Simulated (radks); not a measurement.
# Ionisation of Yb¹⁷⁺: one atom, several choices of relativity

An exercise on one series of results from a longer session: the logs are not shown, and one member is left open.

Program: radks (a radial shooting solver on a logarithmic mesh, Libxc functionals) version 1. Level of theory: Kohn-Sham, BLYP, spin-unpolarised, spherical densities. These are calculated values, not measurements, unless marked.

### The atom as given

```
element       : ytterbium (Z = 70)
charge        : +17
electrons     : 53
configuration : [Kr] 4d10 4f7
ion           : Yb¹⁸⁺, [Kr] 4d10 4f6
choices       : non-relativistic; scalar-relativistic; Dirac, 2j+1 shares; Dirac, low j first; scalar-relativistic, finite nucleus; Dirac, 2j+1 shares, finite nucleus; Dirac, c × 1.25; Dirac, c × 1.5; Dirac, c × 10
```

The first run:

Input:

```text
Z 70
configuration [Kr] 4d10 4f7
relativity non-relativistic
functional b88,lyp
spin unpolarised
nucleus point
```

Among the steps run: non-relativistic: Yb¹⁷⁺.

One of the session's tables, all rows but one given; the rest of the session is left out.

It belongs to the step «non-relativistic: Yb¹⁷⁺». From the orbitals of this run (lengths in bohr):

| level | <r> | outermost maximum (interpolated) | 90 % within | nodes |
| --- | --- | --- | --- | --- |
| 2p | 0.07767 | 0.0609 | 0.125 | 0 |
| 3s | 0.2342 | 0.216 | 0.342 | 2 |
| 3p | 0.2240 | 0.204 | 0.334 | 1 |
| 3d | 0.1973 | 0.162 | 0.306 | 0 |
| 4s | 0.5135 | 0.485 | 0.733 | 3 |
| 4p | 0.5196 | 0.486 | 0.749 | 2 |
| 4d | ? | ? | ? | ? |
| 4f | 0.5478 | 0.438 | 0.854 | 0 |

Estimate the missing values for 4d.

As computed: <r>: 0.5307; outermost maximum (interpolated): 0.482; 90 % within: 0.785; nodes: 1. In the column «<r>» it lies between 4p (0.5196) and 4f (0.5478).

Caveats from the session: Spin polarisation and multiplet splitting of open shells are left out at every level.
